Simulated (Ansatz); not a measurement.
**SiN2H5 (SMILES N[SiH]N) at UBHLYP/def2-SVPD**

What is the electronic atomisation energy of SiN2H5 at UBHLYP/def2-SVPD? 

Program for the calculation: Ansatz 0.2.0.

50 further runs of the same task are left out: 50 set aside as unsound or not needed.

### Step 1. The system as given

SiN2H5: 8 atoms, total charge 0, spin state doublet. As SMILES, `N[SiH]N`. The shape is that of a PBE0-D4/def2-TZVP optimisation. This is one conformer, not always the lowest.

Bond lengths: N1–Si2 1.713 Å, Si2–N3 1.720 Å, N1–H4 1.008 Å, N1–H5 1.005 Å, Si2–H6 1.504 Å, N3–H7 1.008 Å, N3–H8 1.008 Å. Angles: N1–Si2–N3 106.1°, N1–Si2–H6 117.2°, N3–Si2–H6 103.6°, Si2–N1–H4 122.2°, Si2–N1–H5 121.8°, Si2–N3–H7 120.2°, Si2–N3–H8 119.6°, H4–N1–H5 112.8°, H7–N3–H8 111.5°.

### Step 2. The energy at UBHLYP/def2-SVPD

Input file molecule.yaml:

```yaml
crystal:
  periodic: [false, false, false]
  atoms:
    - symbol: "N"
      position_ang: [-1.027000, 0.622100, -0.768300]
    - symbol: Si
      position_ang: [0.527700, 0.579900, -0.050700]
    - symbol: "N"
      position_ang: [0.789500, -1.052600, 0.425100]
    - symbol: H
      position_ang: [-1.817900, 0.144500, -0.364600]
    - symbol: H
      position_ang: [-1.296600, 1.349400, -1.406800]
    - symbol: H
      position_ang: [0.716400, 1.354100, 1.225100]
    - symbol: H
      position_ang: [0.730800, -1.794000, -0.255200]
    - symbol: H
      position_ang: [1.468900, -1.260500, 1.139500]
basis:
  gaussian:
    orbitals: def2-SVPD
magnetization:
  spin_polarized: true
  initial_magnetization: 1
hamiltonian:
  xc: {name: BHLYP}
accuracy: high
output: {orbitals: {seedname: orbitals}}
```

Command:

```console
ansatz run molecule.yaml --threads 1 --pin off --max-ram 3480MiB --events-out events.jsonl --progress --plain --runs-dir runs
```

Output:

```text
Warning: RAYON_NUM_THREADS=1 ignored (pool sized by the plan → 1); use --threads N
Functional definition: BHLYP
  name "BHLYP"
  parameter a = 0.5
  exchange = (1 - a)*b88_x + a*exact_x
  correlation = lyp_c
2133 factors; integrals over basis functions are off by at most 3.5e-9 eV
mean field evaluation 1: about -10926.1203 eV, gradient 4.1e1 eV
mean field evaluation 2: about -10923.7877 eV, gradient 4.6e1 eV
mean field evaluation 4: about -10932.9430 eV, gradient 8.7e-1 eV
mean field evaluation 8: about -10932.9494 eV, gradient 2.5e-2 eV
mean field evaluation 16: about -10932.9494 eV, gradient 2.0e-5 eV
mean field -10932.94938688 eV, -401.7784793486 hartree, gradient 2.1e-8 eV, S^2 0.753202; 0 other end points of the search recorded, 0 dependent functions left out
reference -10932.94941443 eV, -401.7784803610 hartree; 17, 16 occupied and 87, 88 virtual orbitals, 2133 factors
Total energy: -10932.94941443 eV, -401.7784803610 hartree
```

Run time: 9.9 s. Hardware: 1 thread of Arm Neoverse V2, shared host; peak memory 0.41 GiB.

### Step 3. The H atom, same level

Input file run.yaml:

```yaml
basis:
  gaussian:
    orbitals: def2-SVPD
crystal:
  periodic: [false, false, false]
  atoms:
    - {symbol: H, position_ang: [0.000000, 0.000000, 0.000000]}
magnetization:
  spin_polarized: true
  initial_magnetization: 1
hamiltonian:
  xc: {name: BHLYP}
accuracy: high
```

Run the same way, it converges to -0.49784 Eh (log not shown).

### Step 4. The N atom

Input file run.yaml:

```yaml
crystal:
  periodic: [false, false, false]
  atoms:
    - symbol: N
      position_ang: [0.000000, 0.000000, 0.000000]
basis:
  gaussian: {orbitals: def2-SVPD}
magnetization: {spin_polarized: true, initial_magnetization: 3}
hamiltonian: {xc: {name: BHLYP}}
accuracy: high
```

Run the same way, it converges to -54.52585 Eh (log not shown).

### Step 5. The Si atom, same level

Input file in.yaml:

```yaml
crystal:
  periodic: [false, false, false]
  atoms:
    - {symbol: Si, position_ang: [0.000000, 0.000000, 0.000000]}
basis:
  gaussian: {orbitals: def2-SVPD}
magnetization: {spin_polarized: true, initial_magnetization: 2}
hamiltonian: {xc: {name: BHLYP}}
accuracy: high
```

Run the same way, it converges to -289.28042 Eh (log not shown).

### Step 6. What came out

At UBHLYP/def2-SVPD:

| quantity | value |
| --- | --- |
| molecule: total energy | -401.77848 Eh |
| molecule: HOMO energy (highest over α and β) | -6.06 eV |
| molecule: LUMO energy (lowest over α and β) | -0.66 eV |
| molecule: ⟨S²⟩ | 0.753 |
| H atom: total energy | -0.49784 Eh |
| H atom: ⟨S²⟩ | 0.750 |
| N atom: total energy | -54.52585 Eh |
| N atom: ⟨S²⟩ | 3.755 |
| Si atom: total energy | -289.28042 Eh |
| Si atom: ⟨S²⟩ | 2.006 |
| electronic atomisation energy | 26.046 eV |

In words: Taking the molecule apart into free atoms costs 26.05 eV (2513 kJ/mol), before zero-point energy and without spin-orbit coupling.
